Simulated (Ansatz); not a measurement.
# Ge(CCH)2H2 (C4H4Ge): structure and electronic state

Aim: characterise Ge(CCH)2H2 (C4H4Ge) as a singlet: its structure, frontier levels and distribution of charge.

Method: RKS PBE0-D4/def2-TZVP; program: Ansatz 0.2.0, Gaussian basis.

The runs, in order: relaxation at PBE0-D4/def2-SVP; a search for the lowest solution at PBE0-D4/def2-SVP; a single point at PBE0-D4/def2-TZVP; harmonic vibrations at PBE0-D4/def2-SVP.

## 1. Where the work starts

9 atoms, charge 0, spin multiplicity 1.

Atoms are counted from 1 here; the program's logs count them from 0.

Bond lengths: Ge1–C2 1.896 Å, Ge1–C5 1.896 Å, Ge1–H8 1.498 Å, Ge1–H9 1.498 Å, C2–C3 1.203 Å, C3–H4 1.053 Å, C5–C6 1.203 Å, C6–H7 1.053 Å. Angles: C2–Ge1–C5 108.6°, C2–Ge1–H8 109.3°, C2–Ge1–H9 109.2°, C5–Ge1–H8 109.2°, C5–Ge1–H9 109.4°, H8–Ge1–H9 111.1°, Ge1–C2–C3 179.8°, C2–C3–H4 179.9°, Ge1–C5–C6 179.5°, C5–C6–H7 179.9°.

The start is a GFN2-xTB geometry.

## 2. Relaxation at PBE0-D4/def2-SVP

The input, in.yaml:

```yaml
crystal:
  periodic: [false, false, false]
  atoms:
    - {symbol: Ge, position_ang: [-0.821070, -0.031440, -0.561610]}
    - {symbol: C, position_ang: [-0.779140, -0.019730, 1.333760]}
    - {symbol: C, position_ang: [-0.752540, -0.017360, 2.536300]}
    - {symbol: H, position_ang: [-0.731380, -0.015760, 3.589200]}
    - {symbol: C, position_ang: [0.960450, 0.024180, -1.207740]}
    - {symbol: C, position_ang: [2.088390, 0.068070, -1.622870]}
    - {symbol: H, position_ang: [3.075990, 0.105320, -1.986780]}
    - {symbol: H, position_ang: [-1.559640, 1.177530, -1.047950]}
    - {symbol: H, position_ang: [-1.481050, -1.290810, -1.032320]}
basis:
  gaussian: {orbitals: def2-SVP}
hamiltonian: {xc: pbe0, dispersion: d4}
scf: {omitted_lower_state_checks: [starts]}
output: {orbitals: {seedname: orbitals}}
relax: {f_tol: 0.02, max_steps: 100}
```

Launch:

```sh
> ansatz run in.yaml --threads 2 --pin off --events-out ev --progress --plain --max-ram 4352MiB
```

After this run come: Searching for the lowest solution, PBE0-D4/def2-SVP; Single point, PBE0-D4/def2-TZVP; Harmonic vibrations.

**Question.** What will the summary of the whole plan be? Wanted: point group; commonest bond, hydrogen aside; HOMO, LUMO at PBE0-D4/def2-TZVP; dipole at PBE0-D4/def2-SVP; lowest, highest wavenumber.

**Answer**, as computed:

| quantity | value |
| --- | --- |
| point group | C2v |
| commonest bond, hydrogen aside | C–Ge, 2 of mean length 1.899 Å |
| HOMO, LUMO at PBE0-D4/def2-TZVP | -8.13, -0.22 eV |
| dipole at PBE0-D4/def2-SVP | 0.20 D |
| lowest, highest wavenumber | 86, 3476 cm⁻¹ |

**Reading.** The molecule keeps its bonding pattern by the stored test; the atoms moved 0.03 Å (rms). All wavenumbers are real: a minimum at this level. The HOMO lies nearest to 4 C atoms about 19 % each; H8, H9 about 8 % each and the LUMO to 4 C atoms about 16 % each; Ge1 10 %.
